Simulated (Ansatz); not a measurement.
# Hf (bcc type): how the settings move a single-point run

Aim: see which settings change the result for Hf (bcc type), by how much, and at what cost.

Method: reference: DFT, PBEsol, all-electron LAPW, scalar-relativistic, in Ansatz 0.2.0.

1 further run of the same task is left out (it didn't finish). Runs told in other sessions of the task aren't counted.

## 1. The starting structure

Symmetry: Im-3m, No. 229, cubic system. The conventional cell has a = 2.946 Å, b = 2.946 Å, c = 2.946 Å, α = 90.00°, β = 90.00°, γ = 90.00°. Hf (site symmetry m-3m) is surrounded by 8 Hf at 2.55 Å.

Structure file:

```xyz
1
Lattice="-1.4729 1.4729 1.4729 1.4729 -1.4729 1.4729 1.4729 1.4729 -1.4729" Properties=species:S:1:pos:R:3 pbc="T T T"
Hf    0.0000    0.0000    0.0000
```

## 2. Reference

The input, input.yaml:

```yaml
crystal:
  lattice:
    - [-1.4728773541, 1.4728773541, 1.4728773541]
    - [1.4728773541, -1.4728773541, 1.4728773541]
    - [1.4728773541, 1.4728773541, -1.4728773541]
  atoms:
    - { symbol: Hf, position: [0.0, 0.0, 0.0] }
kpoints:
  mp_grid: { grid: [15, 15, 15] }
scf:
  occupations: { method: fermi_dirac, width: 0.08 }
hamiltonian:
  xc: pbesol
  pseudopotentials: { kind: all_electron, lapw: { basis_error: 0.001 } }
output:
  forces: true
  stress: true
  eigenvalues: true
  populations: true
```

Run with:

```sh
$ ansatz run input.yaml --threads 1 --pin off --max-ram 2048MiB --backend cpu --events-out ev --progress --plain --runs-dir out
```

## 3. Changing settings: dr2_threshold 1.0e-08, mixing.algorithm msr1, mixing.beta 0.7

input.yaml: that of step 2 with these lines changed.

```diff
@@ -11,2 +11,4 @@
   occupations: { method: fermi_dirac, width: 0.08 }
+  convergence: { dr2_threshold: 1.0e-08 }
+  mixing: { algorithm: msr1, beta: 0.7 }
 hamiltonian:
```

## 4. Changed: dr2_threshold 1.0e-09, accuracy high

input.yaml: that of step 2 with these lines changed.

```diff
@@ -11,2 +11,3 @@
   occupations: { method: fermi_dirac, width: 0.08 }
+  convergence: { dr2_threshold: 1.0e-09 }
 hamiltonian:
@@ -19 +20,2 @@
   populations: true
+accuracy: high
```

What does the calculation give? Wanted: for each run, ending; energy change; pressure; gap; force.

**Answer**, as computed:

| run | ending | energy change | pressure (GPa) | gap (eV) | force (eV/Å) | cycles | time |
| --- | --- | --- | --- | --- | --- | --- | --- |
| reference | converged | 0 | 129.8 | 0.00 | 0.00 | 8 | 21 s |
| 1: dr2_threshold 1.0e-08, mixing.algorithm msr1, mixing.beta 0.7 | converged | 0.0 meV/atom | 129.8 | 0.00 | 0.00 | 8 | 22 s |
| 2: dr2_threshold 1.0e-09, accuracy high | converged | 0.0 meV/atom | 129.8 | 0.00 | 0.00 | 8 | 22 s |

Residual by cycle in the longest SCF loop of each run; runs are numbered as in the table. The quantity is the density residual dr2, in eV.

```
cycle  reference    run 1    run 2
    1     0.0199   0.0199   0.0199
    2    0.00156   3.5e-4  0.00156
    3    0.00293  0.00156  0.00293
    4     8.5e-4   7.6e-4   8.5e-4
    5     3.4e-5   4.2e-5   3.4e-5
    6     2.9e-6   3.2e-6   2.9e-6
    7     9.2e-8   1.1e-7   9.2e-8
    8    6.1e-10  8.2e-10  6.1e-10
```

**Reading.** Of the converged runs whose energies compare with the reference's, none moves it noticeably. The structure is not at rest: the sound run finds 130 GPa, so these are no properties of the relaxed crystal. 
